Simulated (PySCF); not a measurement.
# GaH2SF3 (SMILES [F][Ga-]([F])([F])[SH2+]) at 5 levels

We compute a comparison of 5 runs (HF/def2-SVP, B3LYP/6-31G*, M06-2X/cc-pVDZ, CCSD/6-31G**, CCSD(T)/6-31G**) of GaH2SF3. Input form: a Python script.

The results are computed with PySCF 2.14.0.

### 1 The molecule

GaH2SF3: 7 atoms, total charge 0, spin state singlet. SMILES: `[F][Ga-]([F])([F])[SH2+]`. The coordinates come from a PBE0-D4/def2-TZVP relaxation.

Bond lengths: F1–Ga2 1.753 Å, Ga2–F3 1.744 Å, Ga2–F4 1.753 Å, Ga2–S5 2.487 Å, S5–H6 1.346 Å, S5–H7 1.346 Å. Angles: F1–Ga2–F3 117.8°, F1–Ga2–F4 116.9°, F1–Ga2–S5 97.0°, F3–Ga2–F4 117.8°, F3–Ga2–S5 103.4°, F4–Ga2–S5 97.0°, Ga2–S5–H6 91.7°, Ga2–S5–H7 91.7°, H6–S5–H7 93.1°.

### 2 Energy and forces at HF/def2-SVP (run 1)

Contents of job.py:

```python
# [F][Ga-]([F])([F])[SH2+]
from pyscf import gto, scf

mol = gto.M(
    atom='''
F   -0.744500  -0.993400   1.556100
Ga   0.379100  -0.909600   0.213400
F    2.079500  -1.075700   0.563800
F   -0.196700  -1.483900  -1.339200
S    0.121200   1.520700  -0.246900
H   -0.959500   1.598500   0.552300
H   -0.617700   1.275100  -1.345200
''',
    verbose=3,
    basis='def2-svp',
    spin=0,
    max_memory=1860,
)

mf = scf.RHF(mol)
mf.conv_tol = 1e-10
mf.kernel()
if not mf.converged:
    mf = mf.newton().run(mf.mo_coeff, mf.mo_occ)

energy = mf.e_tot
print('E(%s) = %.9f' % ('HF', energy))
grad = mf.nuc_grad_method().kernel()
mf.analyze()
```

The run is started by

```sh
OMP_NUM_THREADS=1 python job.py
```

Standard output:

```text
converged SCF energy = -2619.79010886203
[... 28 lines left out ...]
MO #17  energy= -4.54103248481195  occ= 2
[... 16 lines left out ...]
MO #34  energy= -0.592825019054539 occ= 2
[... 16 lines left out ...]
MO #51  energy= 0.563027567908766  occ= 0
[... 16 lines left out ...]
MO #68  energy= 1.591656537519     occ= 0
[... 16 lines left out ...]
MO #85  energy= 2.43807938826433   occ= 0
[... 16 lines left out ...]
MO #102 energy= 4.00525871277716   occ= 0
[... 8 lines left out ...]
Dipole moment(X, Y, Z, Debye): -1.87404,  4.82214, -1.15846
```

Wall time 14 s (1 thread of Intel Xeon at 2.70GHz, shared host); peak memory 0.22 GiB.

### 3 Energy and gradient at B3LYP/6-31G(d) (spherical functions) (run 2)

Contents of run.py:

```python
import pyscf.grad
from pyscf import gto, dft

molecule = gto.M(
    atom='''
F       -0.744500      -0.993400       1.556100
Ga       0.379100      -0.909600       0.213400
F        2.079500      -1.075700       0.563800
F       -0.196700      -1.483900      -1.339200
S        0.121200       1.520700      -0.246900
H       -0.959500       1.598500       0.552300
H       -0.617700       1.275100      -1.345200
''',
    basis='6-31g*',
    max_memory=1860,
    verbose=4,
    charge=0,
)

mf = dft.RKS(molecule)
mf.xc = 'b3lyp'
mf.grids.level = 5
mf.conv_tol = 1e-10
mf.kernel()
if not mf.converged:
    mf = mf.newton().run(mf.mo_coeff, mf.mo_occ)

etot = mf.e_tot
print('Final energy', etot)
grad = mf.Gradients().kernel()
dip = mf.dip_moment()
pop, q = mf.mulliken_pop()
```

The run is started by

```sh
OMP_NUM_THREADS=1 python run.py
```

Standard output:

```text
PySCF version 2.14.0

[... 77 lines left out ...]
converged SCF energy = -2623.65597677996
Final energy -2623.655976779963
[... 14 lines left out ...]
Dipole moment(X, Y, Z, Debye): -1.82523,  4.55122, -1.10336
[... 104 lines left out ...]
charge of    6H =      0.19075
```

Wall time 59 s (1 thread of Intel Xeon at 2.70GHz, shared host); peak memory 0.95 GiB.

Runs 3 to 4 aren't shown in full; the table further down has their settings and results.

### 4 A single-point energy at CCSD(T)/6-31G(d,p) (spherical functions) (run 5)

Contents of run.py:

```python
from pyscf import gto, scf, cc

molecule = gto.Mole()
molecule.atom = '''
F     -0.744500    -0.993400     1.556100
Ga     0.379100    -0.909600     0.213400
F      2.079500    -1.075700     0.563800
F     -0.196700    -1.483900    -1.339200
S      0.121200     1.520700    -0.246900
H     -0.959500     1.598500     0.552300
H     -0.617700     1.275100    -1.345200
'''
molecule.spin = 0
molecule.max_memory = 1860
molecule.verbose = 4
molecule.basis = '6-31g**'
molecule.build()

mf = scf.RHF(molecule)
mf.conv_tol = 1e-10
mf.kernel()
if not mf.converged:
    mf = mf.newton().run(mf.mo_coeff, mf.mo_occ)

mycc = cc.CCSD(mf, frozen=17)
mycc.kernel()
e_t = mycc.ccsd_t()
e_tot = mycc.e_tot + e_t
print(f'total energy: {e_tot:.8f} hartree')
dip = mf.dip_moment()
pop, q = mf.mulliken_pop()
```

The run is started by

```sh
OMP_NUM_THREADS=1 python run.py
```

Standard output:

```text
PySCF version 2.14.0

[... 63 lines left out ...]
converged SCF energy = -2620.09413044273
[... 12 lines left out ...]
Init t2, MP2 energy = -2620.9936308511  E_corr(MP2) -0.899500408376197
[... 13 lines left out ...]
CCSD converged
[... 2 lines left out ...]
total energy: -2621.01473985 hartree
Dipole moment(X, Y, Z, Debye): -1.83527,  4.70793, -1.13180
[... 110 lines left out ...]
charge of    6H =      0.14281
```

Run time: 97 s. Hardware: 1 thread of Intel Xeon at 2.70GHz, shared host; peak memory 0.68 GiB.

### 5 Overview of the runs

```csv
run,level,integration grid,task,energy (Eh),dipole moment (D) of the reference,HOMO energy (eV),LUMO energy (eV),wall time
1,HF/def2-SVP,–,gradient,-2619.790109,5.30,-13.43,2.74,14 s
2,B3LYP/6-31G* (spherical functions),5,gradient,-2623.655977,5.03,-9.43,-1.25,59 s
3,M06-2X/cc-pVDZ,5,gradient,-2623.779615,5.16,-11.23,0.09,82 s
4,CCSD/6-31G** (spherical functions),–,energy,-2620.997087,5.18,-13.33,2.63,41 s
5,CCSD(T)/6-31G** (spherical functions),–,energy,-2621.014740,5.18,-13.33,2.63,97 s
```

### 6 Results

| quantity | value |
| --- | --- |
| run 5: total energy | -2621.01474 Eh |
| run 5: dipole moment (Hartree–Fock density) | 5.18 D |
| run 5: HOMO energy (Hartree–Fock orbitals) | -13.33 eV |
| run 5: LUMO energy (Hartree–Fock orbitals) | 2.63 eV |
| run 5: HOMO–LUMO gap (Hartree–Fock orbitals) | 15.95 eV |
| run 5: correlation energy (17 core orbitals frozen) | -920.6 mEh |
| run 5: (T) correction | -17.65 mEh |
| run 5: T1 diagnostic | 0.013 |

What this shows: Over runs 1, 2, 3 the dipole moment (its size) runs from 5.03 D (B3LYP/6-31G*) to 5.30 D (HF/def2-SVP). The two ends differ in method and basis. Over runs 1, 2, 3 the HOMO–LUMO gap runs from 8.18 eV (B3LYP/6-31G*) to 16.16 eV (HF/def2-SVP). Totals of different functionals can't be ranked against each other. All runs together took 4.9 min, the longest 97 s.
